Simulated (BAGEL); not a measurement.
**CH6BNS (SMILES CNBS) at RI-MP2/cc-pVDZ (density fitting with qzvpp-jkfit)**

What is the energy change on altering one bond length of CH6BNS at RI-MP2/cc-pVDZ (density fitting with qzvpp-jkfit)? 

The results are computed with BAGEL 1.2.2.

6 further runs of the same task are left out: 4 that didn't finish, 2 set aside as unsound or not needed.

## (1) The system as given

CH6BNS has 10 atoms, charge 0, and is taken as a singlet. SMILES: `CNBS`. Geometry: relaxed at PBE0-D4/def2-TZVP. This is one conformer, not always the lowest.

Bond lengths: C1–N2 1.444 Å, N2–B3 1.389 Å, B3–S4 1.820 Å, C1–H5 1.095 Å, C1–H6 1.094 Å, C1–H7 1.090 Å, N2–H8 1.009 Å, B3–H9 1.195 Å, S4–H10 1.339 Å. Some angles: C1–N2–B3 125.8°, N2–B3–S4 119.9°, C1–N2–H8 114.1°, B3–N2–H8 120.1°, N2–C1–H5 111.6°, N2–C1–H6 111.6°, N2–C1–H7 109.1°, N2–B3–H9 119.9°, S4–B3–H9 120.2°, B3–S4–H10 96.2°.

## (2) A single-point energy at RI-MP2/cc-pVDZ (density fitting with qzvpp-jkfit)

Contents of input.json:

```json
{ "bagel": [

{
  "title": "molecule",
  "basis": "cc-pvdz.json",
  "df_basis": "qzvpp-jkfit",
  "angstrom": true,
  "geometry": [
    { "atom": "C", "xyz": [   -1.419800,    0.603200,   -0.178200 ] },
    { "atom": "N", "xyz": [   -0.346000,   -0.358300,   -0.260500 ] },
    { "atom": "B", "xyz": [    0.946000,   -0.176300,    0.215700 ] },
    { "atom": "S", "xyz": [    2.178200,   -1.501700,    0.025400 ] },
    { "atom": "H", "xyz": [   -1.782500,    0.888900,   -1.170700 ] },
    { "atom": "H", "xyz": [   -2.266900,    0.213800,    0.395100 ] },
    { "atom": "H", "xyz": [   -1.056500,    1.501100,    0.321300 ] },
    { "atom": "H", "xyz": [   -0.601200,   -1.223700,   -0.711100 ] },
    { "atom": "H", "xyz": [    1.244800,    0.850200,    0.748900 ] },
    { "atom": "H", "xyz": [    3.186700,   -0.848400,    0.617000 ] }
  ]
},
{ "title": "hf" },
{ "title": "mp2", "ncore": 8 }

]}
```

The basis set cc-pVDZ is read from a file made from the Basis Set Exchange's data (not shown).

Command:

```console
BAGEL_NUM_THREADS=1 BAGEL input.json > input.out
```

The log of the run:

```text
* using 1 threads per process

  ===============================================================
  ===============================================================

  *** Geometry ***

  { "atom" : "C", "xyz" : [     -2.683033,      1.139883,     -0.336749 ] },
  { "atom" : "N", "xyz" : [     -0.653845,     -0.677089,     -0.492274 ] },
  { "atom" : "B", "xyz" : [      1.787681,     -0.333159,      0.407614 ] },
  { "atom" : "S", "xyz" : [      4.116201,     -2.837802,      0.047999 ] },
  { "atom" : "H", "xyz" : [     -3.368437,      1.679778,     -2.212302 ] },
  { "atom" : "H", "xyz" : [     -4.283820,      0.404023,      0.746631 ] },
  { "atom" : "H", "xyz" : [     -1.996496,      2.836668,      0.607169 ] },
  { "atom" : "H", "xyz" : [     -1.136103,     -2.312458,     -1.343784 ] },
  { "atom" : "H", "xyz" : [      2.352331,      1.606645,      1.415216 ] },
  { "atom" : "H", "xyz" : [      6.021990,     -1.603244,      1.165961 ] },

  Number of auxiliary basis functions:      463

  Since a DF basis is specified, we compute 2- and 3-index integrals:
    o Being stored without compression. Storage requirement is 0.030 GB

  Number of basis functions:       90
  Number of electrons      :       40

    * METHOD: MOLECULE                             0.20

  *** RHF ***

  === Nuclear Repulsion ===
   143.3830570875

      * DIIS with orbital gradients will be used.

  === RHF iteration (cc-pvdz.json) ===
      0       -517.91282669          0.01554794           0.06
      1       -518.05104974          0.00964694           0.05
      2       -518.09908152          0.00158385           0.06
      3       -518.10130574          0.00033515           0.06
      4       -518.10138801          0.00008419           0.05
      5       -518.10139622          0.00002184           0.05
      6       -518.10139700          0.00000601           0.05
      7       -518.10139707          0.00000216           0.06
      8       -518.10139708          0.00000086           0.06
      9       -518.10139708          0.00000021           0.06
     10       -518.10139708          0.00000006           0.06
     11       -518.10139708          0.00000002           0.06
     12       -518.10139708          0.00000001           0.06
    * SCF iteration converged.

    * Permanent dipole moment:
           (    0.643279,    -0.383578,     0.033163) a.u.

    * METHOD: HF                                   0.88

  *** RHF ***

  === Nuclear Repulsion ===
   143.3830570875

      * DIIS with orbital gradients will be used.

  === RHF iteration (cc-pvdz.json) ===
      0       -518.10139708          0.00000000           0.06
    * SCF iteration converged.

    * Permanent dipole moment:
           (    0.643279,    -0.383578,     0.033163) a.u.

  === DF-MP2 calculation ===

    * freezing 8 orbitals
    * 3-index integral transformation done
    * assembly done

      MP2 correlation energy:   -0.5339128077      0.04

      MP2 total energy:       -518.6353098848

    * METHOD: MP2                                  0.17

  ===============================================================
```

Run time: 1.4 s. Hardware: 1 thread of Arm Neoverse V2, shared host.

## (3) The distorted shape

Contents of input.json:

```json
{ "bagel": [

{
  "title": "molecule",
  "basis": "cc-pvdz.json",
  "df_basis": "qzvpp-jkfit",
  "angstrom": true,
  "geometry": [
    { "atom": "C", "xyz": [   -1.365406,    0.560354,   -0.029355 ] },
    { "atom": "N", "xyz": [   -0.291606,   -0.401146,   -0.111655 ] },
    { "atom": "B", "xyz": [    1.000394,   -0.219146,    0.364545 ] },
    { "atom": "S", "xyz": [    2.232594,   -1.544546,    0.174245 ] },
    { "atom": "H", "xyz": [   -1.782500,    0.888900,   -1.170700 ] },
    { "atom": "H", "xyz": [   -2.212506,    0.170954,    0.543945 ] },
    { "atom": "H", "xyz": [   -1.002106,    1.458254,    0.470145 ] },
    { "atom": "H", "xyz": [   -0.546806,   -1.266546,   -0.562255 ] },
    { "atom": "H", "xyz": [    1.299194,    0.807354,    0.897745 ] },
    { "atom": "H", "xyz": [    3.241094,   -0.891246,    0.765845 ] }
  ]
},
{ "title": "hf" },
{ "title": "mp2", "ncore": 8 }

]}
```

The basis set cc-pVDZ is read from a file made from the Basis Set Exchange's data (not shown).

Command:

```console
BAGEL_NUM_THREADS=1 BAGEL input.json > input.out
```

The log of the run:

```text
* using 1 threads per process

  ===============================================================
  ===============================================================

  *** Geometry ***

  { "atom" : "C", "xyz" : [     -2.580243,      1.058916,     -0.055473 ] },
  { "atom" : "N", "xyz" : [     -0.551055,     -0.758056,     -0.210997 ] },
  { "atom" : "B", "xyz" : [      1.890471,     -0.414126,      0.688890 ] },
  { "atom" : "S", "xyz" : [      4.218991,     -2.918769,      0.329275 ] },
  { "atom" : "H", "xyz" : [     -3.368437,      1.679778,     -2.212302 ] },
  { "atom" : "H", "xyz" : [     -4.181030,      0.323056,      1.027907 ] },
  { "atom" : "H", "xyz" : [     -1.893706,      2.755701,      0.888445 ] },
  { "atom" : "H", "xyz" : [     -1.033314,     -2.393425,     -1.062508 ] },
  { "atom" : "H", "xyz" : [      2.455121,      1.525678,      1.696492 ] },
  { "atom" : "H", "xyz" : [      6.124780,     -1.684211,      1.447237 ] },

  Number of auxiliary basis functions:      463

  Since a DF basis is specified, we compute 2- and 3-index integrals:
    o Being stored without compression. Storage requirement is 0.030 GB

  Number of basis functions:       90
  Number of electrons      :       40

    * METHOD: MOLECULE                             0.20

  *** RHF ***

  === Nuclear Repulsion ===
   142.7775157253

      * DIIS with orbital gradients will be used.

  === RHF iteration (cc-pvdz.json) ===
      0       -517.89896572          0.01542065           0.06
      1       -518.03621717          0.00973331           0.06
      2       -518.08588603          0.00156933           0.06
      3       -518.08812752          0.00031854           0.06
      4       -518.08820298          0.00008345           0.06
      5       -518.08821112          0.00002174           0.06
      6       -518.08821189          0.00000591           0.06
      7       -518.08821196          0.00000213           0.06
      8       -518.08821196          0.00000085           0.06
      9       -518.08821197          0.00000021           0.06
     10       -518.08821197          0.00000005           0.06
     11       -518.08821197          0.00000002           0.06
     12       -518.08821197          0.00000001           0.06
    * SCF iteration converged.

    * Permanent dipole moment:
           (    0.585561,    -0.345660,    -0.036625) a.u.

    * METHOD: HF                                   0.90

  *** RHF ***

  === Nuclear Repulsion ===
   142.7775157253

      * DIIS with orbital gradients will be used.

  === RHF iteration (cc-pvdz.json) ===
      0       -518.08821197          0.00000000           0.06
    * SCF iteration converged.

    * Permanent dipole moment:
           (    0.585561,    -0.345660,    -0.036625) a.u.

  === DF-MP2 calculation ===

    * freezing 8 orbitals
    * 3-index integral transformation done
    * assembly done

      MP2 correlation energy:   -0.5361369710      0.04

      MP2 total energy:       -518.6243489367

    * METHOD: MP2                                  0.17

  ===============================================================
```

It took 1.4 s on 1 thread of Arm Neoverse V2, shared host.

## (4) Outcome

At RI-MP2/cc-pVDZ (density fitting with qzvpp-jkfit), 8 core orbitals frozen:

| quantity | value |
| --- | --- |
| first shape: total energy | -518.63531 Eh |
| first shape: correlation energy (8 core orbitals frozen) | -533.9 mEh |
| distorted shape: total energy | -518.62435 Eh |
| distorted shape: correlation energy (8 core orbitals frozen) | -536.1 mEh |
| energy change with the C1–H5 bond stretched from 1.095 to 1.259 Å | 0.298 eV |

In words: With the C1–H5 bond stretched from 1.095 to 1.259 Å the energy rises by 0.30 eV (6.9 kcal/mol). The first shape isn't relaxed at this level, so the change isn't measured from a minimum.
